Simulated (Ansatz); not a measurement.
**H₈OSSi₂: search for a transition state**

Aim: find the saddle point of a four-centre ligand exchange that is to form Si1–S8, H2–H7 and break Si1–H2, H7–S8, prove it by its vibrations, and relax downhill on both sides to see what it joins.

The runs use Ansatz 0.2.0, Gaussian basis; PBE0-D4, def2-SVP first, then def2-TZVP.

152 further runs of the same task are left out: 152 set aside as unsound or not needed. Runs told in other sessions of the task aren't counted.

## 1. Starting geometry

The guess: 12 atoms, charge 0, spin multiplicity 1.

Atoms are counted from 1 here; the program's logs count them from 0.

Bond lengths: Si1–O3 1.606 Å, Si1–H5 1.451 Å, Si1–H6 1.477 Å, Si1–S8 2.361 Å, O3–Si4 1.625 Å, Si4–H9 1.463 Å, Si4–H10 1.462 Å, Si4–H11 1.459 Å, H7–S8 1.586 Å, S8–H12 1.327 Å. Angles: O3–Si1–H5 131.0°, O3–Si1–H6 97.2°, O3–Si1–S8 111.1°, H5–Si1–H6 104.5°, H5–Si1–S8 110.9°, H6–Si1–S8 93.2°, Si1–O3–Si4 152.3°, O3–Si4–H9 105.3°, O3–Si4–H10 109.9°, O3–Si4–H11 103.3°, H9–Si4–H10 111.2°, H9–Si4–H11 114.0°, H10–Si4–H11 112.6°, Si1–S8–H7 65.6°, Si1–S8–H12 93.0°, H7–S8–H12 91.2°.

As a file:

```
atom     x (Å)     y (Å)     z (Å)
 Si1   0.67410   0.50270   0.62250
  H2   0.64870  -1.42450   0.36290
  O3  -0.70310   0.57030  -0.20010
 Si4  -2.20180   0.04460  -0.54340
  H5   0.94820   0.09120   1.98620
  H6   0.97150   1.94980   0.60680
  H7   1.60440  -1.26950  -0.37210
  S8   2.48770  -0.02190  -0.79500
  H9  -3.04190   0.53560   0.54850
 H10  -2.21510  -1.41570  -0.60480
 H11  -2.48680   0.66280  -1.83420
 H12   3.31410  -0.22550   0.22260
```

Distances that are to change: Si1–S8 2.36 Å, H2–H7 1.22 Å, Si1–H2 1.94 Å, H7–S8 1.59 Å.

## 2. Relaxing the guess with the reacting distances held

The input, hold/in.yaml:

```yaml
crystal:
  periodic: [false, false, false]
  atoms:
    - {symbol: Si, position_ang: [0.674100, 0.502700, 0.622500]}
    - {symbol: H, position_ang: [0.648700, -1.424500, 0.362900]}
    - {symbol: O, position_ang: [-0.703100, 0.570300, -0.200100]}
    - {symbol: Si, position_ang: [-2.201800, 0.044600, -0.543400]}
    - {symbol: H, position_ang: [0.948200, 0.091200, 1.986200]}
    - {symbol: H, position_ang: [0.971500, 1.949800, 0.606800]}
    - {symbol: H, position_ang: [1.604400, -1.269500, -0.372100]}
    - {symbol: S, position_ang: [2.487700, -0.021900, -0.795000]}
    - {symbol: H, position_ang: [-3.041900, 0.535600, 0.548500]}
    - {symbol: H, position_ang: [-2.215100, -1.415700, -0.604800]}
    - {symbol: H, position_ang: [-2.486800, 0.662800, -1.834200]}
    - {symbol: H, position_ang: [3.314100, -0.225500, 0.222600]}
basis:
  gaussian: {orbitals: def2-SVP}
hamiltonian: {xc: pbe0, dispersion: d4}
relax: {f_tol: 0.04, max_steps: 150, escape_saddle: false, constraints: [{distance: [0, 7]}, {distance: [1, 6]}, {distance: [0, 1]}, {distance: [6, 7]}]}
```

Command:

```bash
$ ansatz run in.yaml --threads 4 --pin off --events-out ev --progress --plain --max-ram 9574MiB
```

The runs that follow: Force constants to start from; Saddle search in the small basis; Saddle search in triple zeta; Vibrations at the point found; Relaxing after a step of 0.30 Å one way along the mode; Relaxing after a step of 0.30 Å the other way along the mode.

**Question.** What will these runs give? Wanted: imaginary mode; barrier from the start side; barrier from the end side; energy of the step; pairs that change; zero-point energy at the saddle.

The runs gave:

```
                       quantity                                                     value
                 imaginary mode                                                 906i cm⁻¹
    barrier from the start side                                              164.5 kJ/mol
      barrier from the end side                                              211.1 kJ/mol
             energy of the step                                              -46.6 kJ/mol
              pairs that change  Si1–S8 formed, H2–H7 formed, Si1–H2 broken, H7–S8 broken
zero-point energy at the saddle                                                  1.927 eV
```

In words: One imaginary mode, 906i cm⁻¹, makes this a first-order saddle. It joins the planned start and end. At PBE0-D4/def2-TZVP the electronic barrier is 164.5 kJ/mol, about 66 kT at 298 K, and the step runs 46.6 kJ/mol downhill. A step off the saddle overshot and began above it in energy, so the link to its end is likely but not proven. The ends are the nearest minima, not always the lowest complexes.
